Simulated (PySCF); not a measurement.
# C₆H₅FO₂: runs on many settings

Which settings matter for C₆H₅FO₂ (`Cc1cc(F)oc(=O)c1`)?

Programs: PySCF 2.14.0, with density-fitted response routines of our own. Each step states its level of theory. These are calculated values for one molecule, in the gas phase or a continuum, unless marked as measured. Atoms count from 0, in the outputs and in this text.

### 1 The molecule as given

14 atoms, charge 0, multiplicity 1; geometry from: GFN2-xTB.

Bonds of the start (Å): C0–C1 1.49, C1–C2 1.43, C2–C3 1.35, C3–F4 1.33, C3–O5 1.31, O5–C6 1.41, C6–O7 1.20, C6–C8 1.44, C8–C1 1.36, C0–H9 1.09, C0–H10 1.09, C0–H11 1.09, C2–H12 1.07, C8–H13 1.08.

### 2 NMR shieldings: PBE0/pcSseg-1

Job settings and geometry (Å):

```
{"job": {"kind": "nmr", "xc": "PBE0", "basis": "pcSseg-1"}, "charge": 0, "multiplicity": 1}
C      2.006984    -0.189980    -0.119310
C      0.530109    -0.013722    -0.029662
C     -0.300650    -1.176889    -0.073877
C     -1.629918    -0.984071     0.008297
F     -2.497716    -1.993662    -0.023781
O     -2.232450     0.178556     0.127133
C     -1.486415     1.372524     0.178675
O     -2.097487     2.397610     0.287654
C     -0.060194     1.202831     0.091578
H      2.355821    -0.819315     0.698050
H      2.517980     0.766852    -0.074852
H      2.264738    -0.689463    -1.051978
H      0.112497    -2.164674    -0.169559
H      0.516023     2.112929     0.129467
```

Level: GIAO PBE0/pcSseg-1 NMR shielding, non-relativistic, gas phase.

Launch:

```console
$ OMP_NUM_THREADS=1 python probes_run.py task.json out
```

One launch serves the whole session: the jobs run in the order shown.

Standard output:

```text
coarse grid: 12880 points
cycle   1  E = -481.0695497242  dE =  1.894e+00  |g| = 1.033e+00  |ddm| = 3.649e+00
cycle   2  E = -480.4160772138  dE =  6.535e-01  |g| = 2.085e+00  |ddm| = 2.638e+00
cycle   3  E = -481.2526356277  dE = -8.366e-01  |g| = 3.612e-01  |ddm| = 2.132e+00
cycle   4  E = -481.2761812148  dE = -2.355e-02  |g| = 1.095e-01  |ddm| = 3.506e-01
cycle   5  E = -481.2780375324  dE = -1.856e-03  |g| = 3.047e-02  |ddm| = 7.559e-02
cycle   6  E = -481.2782247283  dE = -1.872e-04  |g| = 8.321e-03  |ddm| = 2.662e-02
cycle   7  E = -481.2782355352  dE = -1.081e-05  |g| = 3.811e-03  |ddm| = 8.491e-03
cycle   8  E = -481.2782386056  dE = -3.070e-06  |g| = 9.577e-04  |ddm| = 4.014e-03
final grid: 128128 points
cycle   9  E = -481.3582299559  dE = -2.405e-05  |g| = 1.351e-02  |ddm| = 3.723e-02
cycle  10  E = -481.3581592667  dE =  7.069e-05  |g| = 2.351e-02  |ddm| = 2.800e-02
cycle  11  E = -481.3582626766  dE = -1.034e-04  |g| = 2.648e-03  |ddm| = 2.034e-02
cycle  12  E = -481.3582640149  dE = -1.338e-06  |g| = 5.032e-04  |ddm| = 2.239e-03
cycle  13  E = -481.3582640547  dE = -3.978e-08  |g| = 2.064e-04  |ddm| = 5.358e-04
cycle  14  E = -481.3582640626  dE = -7.921e-09  |g| = 6.649e-05  |ddm| = 1.856e-04
cycle  15  E = -481.3582640636  dE = -9.401e-10  |g| = 1.817e-05  |ddm| = 6.283e-05
converged SCF energy = -481.3582640636

GIAO shielding tensors (ppm)
atom      isotropic    diamagn.    paramagn.     s11        s22        s33       span
  0 C      162.888     245.004     -82.116    149.139    152.356    187.169     38.030
  1 C       22.243     262.417    -240.174    -92.024    -10.388    169.141    261.165
  2 C       97.311     256.174    -158.863     30.436    101.247    160.249    129.813
  3 C       13.863     250.639    -236.775    -70.395     48.753     63.232    133.627
  4 F      237.647     471.373    -233.726    153.696    262.070    297.174    143.478
  5 O       33.843     401.495    -367.652   -100.684      9.203    193.010    293.694
  6 C       25.819     246.305    -220.486    -83.010     56.476    103.992    187.003
  7 O      -76.318     397.281    -473.599   -307.069   -183.184    261.300    568.369
  8 C       72.579     254.616    -182.037     -9.685     88.339    139.085    148.770
  9 H       29.441      28.210       1.231     25.497     27.754     35.073      9.577
 10 H       29.629      29.305       0.324     25.166     28.721     35.000      9.834
 11 H       29.442      28.210       1.233     25.495     27.760     35.072      9.578
 12 H       26.246      32.140      -5.895     23.159     26.354     29.224      6.065
 13 H       25.680      32.865      -7.185     22.539     24.780     29.721      7.183
```

It took 78 s on 1 thread, shared host.

Shifts follow as δ = σ(reference) − σ, with reference shieldings (ppm) from runs at the same level and on the same kind of geometry: 1H TMS 31.72, 13C TMS 186.9, 19F CFCl3 170.9, 17O H2O 336.1. The references are single molecules in the gas phase, so shifts against H2O, NH3, PH3, H3PO4 or CFCl3 are not on the usual liquid scales and can be off by tens of ppm. Atoms listed in one row are averaged.

```
       atoms                                      environment  σ (ppm)  δ (ppm)  δ scaled to CDCl3
          C3                 aromatic carbon bearing fluorine     13.9    173.1              167.0
          C1                      substituted aromatic carbon     22.2    164.7              158.8
          C6                             ring carbonyl carbon     25.8    161.1              155.3
          C8                                      aromatic CH     72.6    114.3              109.7
          C2                                      aromatic CH     97.3     89.6               85.5
          C0                methyl carbon on an aromatic ring    162.9     24.0               21.5
         H13                       hydrogen on an aromatic CH    25.68     6.04               5.80
         H12                       hydrogen on an aromatic CH    26.25     5.47               5.26
H9, H10, H11  hydrogen on a methyl carbon on an aromatic ring    29.50     2.21               2.19
          F4                                    aryl fluorine    237.6    -66.7                  –
          O7                                  carbonyl oxygen    -76.3    412.4                  –
          O5                             aromatic ring oxygen     33.8    302.2                  –
```

The scaled column applies a straight-line fit of computed shieldings to shifts measured in CDCl3, and one for carbons that bear F (root-mean-square error 0.16 ppm for H, 1.9 ppm for C).

The run also stored atomic charges by several schemes (e):

```
atoms  Mulliken    IAO  Hirshfeld  ESP fit
   C0     -0.12  -0.43      -0.11    -0.65
   C1     -0.23   0.08       0.04     0.75
   C2     -0.26  -0.30      -0.11    -0.89
   C3      0.66   0.52       0.19     0.76
   F4     -0.24  -0.24      -0.06    -0.19
   O5     -0.41  -0.27      -0.08    -0.46
   C6      0.57   0.49       0.19     0.95
   O7     -0.38  -0.43      -0.27    -0.54
   C8     -0.21  -0.27      -0.09    -0.87
```

Mayer bond orders: C0–C1 1.07, C1–C2 1.13, C2–C3 1.64, C3–F4 1.00, C3–O5 1.14, O5–C6 0.86, C6–O7 1.98, C6–C8 1.17, C8–C1 1.55.

Ring of atoms C1, C2, C3, O5, C6, C8: NICS(0) -3.1, NICS(1) -4.4, NICS(1)zz -7.0 ppm (means of both faces).

The fields below are evaluated on a grid from the run's orbitals.

Frontier orbitals at PBE0/pcSseg-1, with the share of their density that lies nearest to each atom:

```
orbital  energy (eV)                                   lies on
   HOMO        -7.09  C2, C8 about 22 % each; O7 19 %; C3 13 %
   LUMO        -1.70   C1 27 %; C3, C8 about 16 % each; C6 9 %
```

ELF in a plane through or near 12 of the atoms.

Ten even steps from ' ' (0.00) to '@' (1.00):
```
                                                        
                                                        
                                                        
                    ..==##**::    ..==++==::..          
                    ##@@@@@@##..  ::##%%%%**==..        
                    %%@@@@@@@@==  ..##--==%%##--        
                    --%%@@@@##++==--########**::        
            ..::::    ..++::##--@@--==--..              
          ..==**++--::--%%%%::==##--==##++==--..        
          ::====::--@@**====++::  ::##..==@@%%++::      
          ::++----::@@====::**::  ..##====%%##==..      
        --@@@@@@@@**--==##%%::==%%**::++--..            
      ..**@@@@@@@@**  ..++::@@::@@==@@--++::::..        
        ::@@@@@@@@  ..**@@@@%%**====**##**%%%%**==      
          ::++==..  --@@@@@@@@++  ..##==**%%%%**--      
                    ==@@@@@@%%::  ::##%%%%%%**--..      
                      --####::    ..**##**==::          
                                      ....              
                                                        
                                                        
```
The map spans 10.0 Å across and 9.7 Å up, centred on the molecule. Atoms in the plane (x, y in Å): C0 (-2.0, 0.0), C1 (-0.5, 0.0), C2 (0.2, 1.2), C3 (1.5, 1.2), F4 (2.3, 2.3), O5 (2.2, 0.1), C6 (1.6, -1.2), O7 (2.4, -2.2), C8 (0.2, -1.2), H10 (-2.4, -1.0), H12 (-0.4, 2.1), H13 (-0.3, -2.2).

log10 of the density (e/Å³) in the same plane.

Ten even steps from '0' (-4.0) to '9' (2.4):
```
0000000000000000000000000000
0000000000000000000100000000
0000000000011111122322100000
0000000001233332334544321000
0000000012344444445665432000
0000111223456655456996543100
0001122333456666566776532000
0012234444456697678654432000
0012345555556666666665432100
0112345676667665556786543100
0113355686669665556776543100
0112355665556666666665432100
0012345665456697669665433100
0002234444456666566776543210
0001123333446655456797643210
0000011112344444345665543100
0000000001223333334444432000
0000000000011111122332210000
0000000000000000001111000000
0000000000000000000000000000
```
The map spans 10.0 Å across and 9.7 Å up, centred on the molecule. Atoms in the plane (x, y in Å): C0 (-2.0, 0.0), C1 (-0.5, 0.0), C2 (0.2, 1.2), C3 (1.5, 1.2), F4 (2.3, 2.3), O5 (2.2, 0.1), C6 (1.6, -1.2), O7 (2.4, -2.2), C8 (0.2, -1.2), H10 (-2.4, -1.0), H12 (-0.4, 2.1), H13 (-0.3, -2.2).

On the surface of density 0.002 e/bohr³ the electrostatic potential runs, from the 1st to the 99th percentile, from -1.81 V near O7 to 1.44 V near H12.

### 3 TDDFT and polarisability: PBE0/def2-SVPD

The job, as its differences from that of step 2:

```diff
@@ -1,2 +1,2 @@
-{"job": {"kind": "nmr", "xc": "PBE0", "basis": "pcSseg-1"}, "charge": 0, "multiplicity": 1}
+{"job": {"kind": "uv", "xc": "PBE0", "basis": "def2-SVPD", "nstates": 6, "ntriplets": 2}, "charge": 0, "multiplicity": 1}
 C      2.006984    -0.189980    -0.119310
```

With the program's defaults for keys left out, this is: TDDFT PBE0/def2-SVPD, vertical, gas phase, core orbitals frozen in the response.

Standard output:

```text
coarse grid: 12880 points
cycle   1  E = -480.8005176651  dE =  1.818e+00  |g| = 9.897e-01  |ddm| = 7.030e+00
cycle   2  E = -480.1569626161  dE =  6.436e-01  |g| = 2.031e+00  |ddm| = 4.013e+00
cycle   3  E = -480.9780905301  dE = -8.211e-01  |g| = 3.399e-01  |ddm| = 2.977e+00
cycle   4  E = -480.9998605712  dE = -2.177e-02  |g| = 1.039e-01  |ddm| = 5.180e-01
cycle   5  E = -481.0016744230  dE = -1.814e-03  |g| = 2.863e-02  |ddm| = 1.504e-01
cycle   6  E = -481.0018490314  dE = -1.746e-04  |g| = 7.283e-03  |ddm| = 6.098e-02
cycle   7  E = -481.0018576947  dE = -8.663e-06  |g| = 3.408e-03  |ddm| = 1.498e-02
cycle   8  E = -481.0018602041  dE = -2.509e-06  |g| = 8.839e-04  |ddm| = 6.484e-03
final grid: 128128 points
cycle   9  E = -481.0808329872  dE = -2.673e-05  |g| = 1.267e-02  |ddm| = 2.443e-01
cycle  10  E = -481.0807663622  dE =  6.663e-05  |g| = 2.220e-02  |ddm| = 4.986e-02
cycle  11  E = -481.0808635330  dE = -9.717e-05  |g| = 2.489e-03  |ddm| = 3.174e-02
cycle  12  E = -481.0808647901  dE = -1.257e-06  |g| = 4.592e-04  |ddm| = 3.664e-03
cycle  13  E = -481.0808648259  dE = -3.584e-08  |g| = 1.858e-04  |ddm| = 9.759e-04
cycle  14  E = -481.0808648325  dE = -6.560e-09  |g| = 6.440e-05  |ddm| = 3.594e-04
cycle  15  E = -481.0808648334  dE = -9.010e-10  |g| = 1.796e-05  |ddm| = 1.479e-04
converged SCF energy = -481.0808648334

Static polarisability (au): isotropic 77.810, principal 47.436 84.925 101.068

Singlet excitations
state   eV       nm        f      main configurations
  1   4.6533    266.4   0.14017   H->L 0.97
  2   5.0864    243.8   0.00000   H-1->L 0.93
  3   6.0936    203.5   0.07451   H->L+1 0.80, H-2->L 0.18
  4   6.3592    195.0   0.00147   H->L+2 0.95
  5   6.5363    189.7   0.00003   H-1->L+1 0.90
  6   7.1032    174.5   0.00027   H->L+3 0.92

Triplet excitations (Tamm-Dancoff, eV): 3.0797 4.4888
```

It took 1.8 min on 1 thread, shared host.

The orbitals next to the gap, with their largest atomic shares:

```
orbital      eV                      atoms
 HOMO−3  -10.75  O7 38 %, O5 20 %, C6 18 %
 HOMO−2   -9.48  C1 24 %, C2 21 %, C8 14 %
 HOMO−1   -8.47   O7 70 %, C6 11 %, O5 8 %
   HOMO   -7.13  C8 21 %, C2 18 %, O7 17 %
   LUMO   -1.76  C1 25 %, C8 14 %, C3 14 %
 LUMO+1   -0.23  C6 18 %, C2 18 %, C3 18 %
 LUMO+2    0.33  C0 22 %, C2 12 %, C3 10 %
```

With each of the 6 states as a Gaussian band of 0.4 eV half-width at 1/e, the curve within the window shown has maxima at 266 nm (ε 5,700), 203 nm (ε 3,100) L/(mol cm). Beyond the last state computed it falls off for lack of states. The curve at chosen wavelengths:

```json
{"nm": "167", "ε (L/mol/cm)": "6"}
{"nm": "173", "ε (L/mol/cm)": "15"}
{"nm": "178", "ε (L/mol/cm)": "49"}
{"nm": "184", "ε (L/mol/cm)": "289"}
{"nm": "189", "ε (L/mol/cm)": "902"}
{"nm": "195", "ε (L/mol/cm)": "2107"}
{"nm": "200", "ε (L/mol/cm)": "2915"}
{"nm": "206", "ε (L/mol/cm)": "2899"}
{"nm": "211", "ε (L/mol/cm)": "2176"}
{"nm": "217", "ε (L/mol/cm)": "1162"}
{"nm": "222", "ε (L/mol/cm)": "584"}
{"nm": "228", "ε (L/mol/cm)": "322"}
{"nm": "233", "ε (L/mol/cm)": "447"}
{"nm": "239", "ε (L/mol/cm)": "1036"}
{"nm": "244", "ε (L/mol/cm)": "1907"}
{"nm": "250", "ε (L/mol/cm)": "3275"}
{"nm": "255", "ε (L/mol/cm)": "4422"}
{"nm": "261", "ε (L/mol/cm)": "5405"}
{"nm": "266", "ε (L/mol/cm)": "5675"}
{"nm": "272", "ε (L/mol/cm)": "5311"}
{"nm": "277", "ε (L/mol/cm)": "4583"}
{"nm": "283", "ε (L/mol/cm)": "3482"}
{"nm": "288", "ε (L/mol/cm)": "2578"}
{"nm": "294", "ε (L/mol/cm)": "1665"}
{"nm": "299", "ε (L/mol/cm)": "1094"}
{"nm": "305", "ε (L/mol/cm)": "623"}
```

Leading natural transition orbitals of singlet state 1: the hole lies on C2, C8 about 21 % each; O7 20 %; C3 14 %; the particle on C1 27 %; C3 17 %; C8 13 %.

Ground-state properties from the same run:

```
           property  computed
  dipole moment (D)      5.26
polarisability (Å³)     11.53
 HOMO–LUMO gap (eV)      5.36
      −ε(HOMO) (eV)      7.13
```

### 4 J couplings: KT3/aug-cc-pVDZ in acetonitrile

The job, as its differences from that of step 3:

```diff
@@ -1,2 +1,2 @@
-{"job": {"kind": "uv", "xc": "PBE0", "basis": "def2-SVPD", "nstates": 6, "ntriplets": 2}, "charge": 0, "multiplicity": 1}
+{"job": {"kind": "j", "xc": "KT3", "basis": "aug-cc-pVDZ", "solvent": "acetonitrile", "scf": {"guess": "huckel"}}, "charge": 0, "multiplicity": 1}
 C      2.006984    -0.189980    -0.119310
```

Method: KT3/aug-cc-pVDZ indirect spin-spin coupling, non-relativistic, IEF-PCM acetonitrile.

Standard output:

```text
final grid: 128128 points
cycle   1  E = -475.5197903552  dE =  9.808e+00  |g| = 7.319e+00  |ddm| = 5.882e+01
cycle   2  E = -441.6102208625  dE =  3.391e+01  |g| = 9.276e+00  |ddm| = 6.902e+02
cycle   3  E = -484.2893367666  dE = -4.268e+01  |g| = 3.731e+00  |ddm| = 6.905e+02
cycle   4  E = -484.9888397169  dE = -6.995e-01  |g| = 3.834e+00  |ddm| = 2.874e+01
cycle   5  E = -488.7808823061  dE = -3.792e+00  |g| = 8.686e-01  |ddm| = 1.306e+01
cycle   6  E = -488.8700684507  dE = -8.919e-02  |g| = 6.481e-01  |ddm| = 5.975e+00
cycle   7  E = -488.9413420206  dE = -7.127e-02  |g| = 3.134e-01  |ddm| = 2.476e+00
cycle   8  E = -488.9604829208  dE = -1.914e-02  |g| = 7.331e-02  |ddm| = 1.047e+00
cycle   9  E = -488.9612851433  dE = -8.022e-04  |g| = 4.748e-02  |ddm| = 3.064e-01
cycle  10  E = -488.9617430137  dE = -4.579e-04  |g| = 9.449e-03  |ddm| = 1.409e-01
cycle  11  E = -488.9617641586  dE = -2.114e-05  |g| = 3.616e-03  |ddm| = 3.452e-02
cycle  12  E = -488.9617666584  dE = -2.500e-06  |g| = 1.669e-03  |ddm| = 1.876e-02
cycle  13  E = -488.9617673339  dE = -6.755e-07  |g| = 6.324e-04  |ddm| = 8.627e-03
cycle  14  E = -488.9617674224  dE = -8.855e-08  |g| = 1.572e-04  |ddm| = 2.427e-03
cycle  15  E = -488.9617674273  dE = -4.863e-09  |g| = 7.130e-05  |ddm| = 8.899e-04
cycle  16  E = -488.9617674279  dE = -5.859e-10  |g| = 4.749e-05  |ddm| = 2.597e-04
cycle  17  E = -488.9617674283  dE = -4.434e-10  |g| = 1.283e-05  |ddm| = 2.033e-04
converged SCF energy = -488.9617674283

Indirect spin-spin couplings (Hz)
  i      j    bonds     total        FC       PSO       DSO        SD
  0 C    4 F    4      3.833     2.924     0.819    -0.228     0.318
  0 C    9 H    1    155.036   153.517     0.840     0.679         -
  0 C   10 H    1    142.297   140.836     0.785     0.676         -
  0 C   11 H    1    155.026   153.507     0.840     0.679         -
  0 C   12 H    3      2.456     2.462    -0.075     0.068         -
  0 C   13 H    3      3.665     3.753    -0.117     0.029         -
  1 C    4 F    3      8.336     6.592     2.017    -0.298     0.025
  1 C    9 H    2     -8.811    -8.726    -0.065    -0.020         -
  1 C   10 H    2     -3.779    -3.379    -0.338    -0.062         -
  1 C   11 H    2     -8.808    -8.722    -0.065    -0.020         -
  1 C   12 H    2     -0.458     0.375    -0.653    -0.181         -
  1 C   13 H    2      0.601     1.991    -1.138    -0.252         -
  2 C    4 F    2     25.151    35.551   -15.470    -0.125     5.195
  2 C    9 H    3      2.443     2.489    -0.137     0.091         -
  2 C   10 H    3      9.775     9.957     0.203    -0.385         -
  2 C   11 H    3      2.442     2.488    -0.138     0.092         -
  2 C   12 H    1    194.403   193.091     0.210     1.102         -
  2 C   13 H    3      7.476     7.743     0.188    -0.455         -
  3 C    4 F    1   -237.321  -215.714   -21.016     1.193    -1.784
  3 C    9 H    4     -0.996    -0.996     0.133    -0.133         -
  3 C   10 H    4      1.675     1.739     0.191    -0.255         -
  3 C   11 H    4     -0.993    -0.994     0.133    -0.133         -
  3 C   12 H    2      0.263     1.320    -0.952    -0.105         -
  3 C   13 H    4     -2.224    -2.043     0.177    -0.357         -
  4 F    5 O    2     -6.095   -23.743    17.269     0.004     0.375
  4 F    6 C    3     -9.174    -6.252    -2.778    -0.336     0.193
  4 F    7 O    4      1.355    -0.943     2.484     0.179    -0.365
  4 F    8 C    4      8.915     5.934    -0.733    -0.313     4.027
  4 F    9 H    5     -0.990    -0.818     0.579    -0.656    -0.095
  4 F   10 H    5      1.526     1.568     0.968    -1.063     0.054
  4 F   11 H    5     -0.989    -0.817     0.578    -0.654    -0.095
  4 F   12 H    3     -4.606    -0.317    -3.129    -0.085    -1.075
  4 F   13 H    5      0.865     2.003     0.599    -1.503    -0.234
  5 O    9 H    5     -0.171    -0.254    -0.043     0.126         -
  5 O   11 H    5     -0.171    -0.254    -0.043     0.126         -
  5 O   12 H    3     -0.687    -1.217     0.244     0.286         -
  5 O   13 H    3     -1.743    -1.755    -0.236     0.248         -
  6 C    9 H    4     -0.673    -0.623     0.136    -0.186         -
  6 C   10 H    4      0.262     0.223     0.150    -0.111         -
  6 C   11 H    4     -0.674    -0.625     0.136    -0.186         -
  6 C   13 H    2      6.359     6.999    -0.675     0.035         -
  7 O    9 H    5     -0.543    -0.601    -0.084     0.142         -
  7 O   11 H    5     -0.542    -0.600    -0.084     0.142         -
  7 O   12 H    5      0.331     0.160    -0.058     0.229         -
  7 O   13 H    3      0.152    -0.291     0.407     0.036         -
  8 C    9 H    3      5.392     5.566     0.111    -0.285         -
  8 C   10 H    3      4.074     4.217    -0.312     0.169         -
  8 C   11 H    3      5.386     5.560     0.111    -0.285         -
  8 C   12 H    3      4.561     4.817     0.213    -0.469         -
  8 C   13 H    1    183.295   182.121     0.100     1.074         -
  9 H   10 H    2    -16.554   -16.031     2.132    -2.655         -
  9 H   11 H    2    -21.155   -20.709     2.071    -2.517         -
  9 H   12 H    4     -0.193    -0.449    -0.519     0.775         -
  9 H   13 H    4     -2.028    -1.733     0.744    -1.039         -
 10 H   11 H    2    -16.546   -16.022     2.132    -2.656         -
 10 H   12 H    4     -0.353     0.099     1.125    -1.578         -
 11 H   12 H    4     -0.192    -0.449    -0.521     0.778         -
 11 H   13 H    4     -2.028    -1.733     0.744    -1.040         -
 12 H   13 H    4      0.395     1.035     1.252    -1.893         -
```

Run time: 2 min. Hardware: 1 thread, shared host.

The basis is not made for couplings: without tight functions at the nuclei these values are rough.

Couplings of 1 Hz or more, nine at most for each number of bonds, with means over like pairs (isotopes 13C, 19F, 1H, 17O):

```
  pair  bonds  J (Hz)  Fermi contact (Hz)  dihedral (°)
 C3–F4      1  -237.3              -215.7             –
C2–H12      1   194.4               193.1             –
C8–H13      1   183.3               182.1             –
 C0–H9      1   150.8               149.3             –
 C2–F4      2    25.2                35.6             –
H9–H10      2   -18.1               -17.6             –
 C1–H9      2    -7.1                -6.9             –
C6–H13      2     6.4                 7.0             –
 F4–O5      2    -6.1               -23.7             –
 F4–C6      3    -9.2                -6.3          -180
 C1–F4      3     8.3                 6.6           180
C2–H13      3     7.5                 7.7          -180
 C8–H9      3     5.0                 5.1             –
 C2–H9      3     4.9                 5.0             –
F4–H12      3    -4.6                -0.3             0
C8–H12      3     4.6                 4.8           180
C0–H13      3     3.7                 3.8             0
C0–H12      3     2.5                 2.5             0
 F4–C8      4     8.9                 5.9             –
 C0–F4      4     3.8                 2.9             –
C3–H13      4    -2.2                -2.0             –
 F4–O7      4     1.4                -0.9             –
H9–H13      4    -1.4                -1.2             –
```

The spin-dipole term was solved for some atoms only; pairs without it lack that part.

The response was solved for the nuclei of F, H alone, so couplings that need other nuclei can be missing.

Quadrupole couplings from the field gradients of the same density:

```
atom  isotope  eQq/h (MHz)     η
  O5      17O       -8.719  0.12
  O7      17O        7.657  0.32
```

Joined with the shifts from before (PBE0/pcSseg-1, scaled to CDCl3), the couplings predict the line list below for 600 MHz.

1H NMR δ 5.80 (q, J = 1.4 Hz, 1H), 5.26 (d, J = 4.6 Hz, 1H), 2.19 (d, J = 1.4 Hz, 3H).

[end of part 1 of 2]
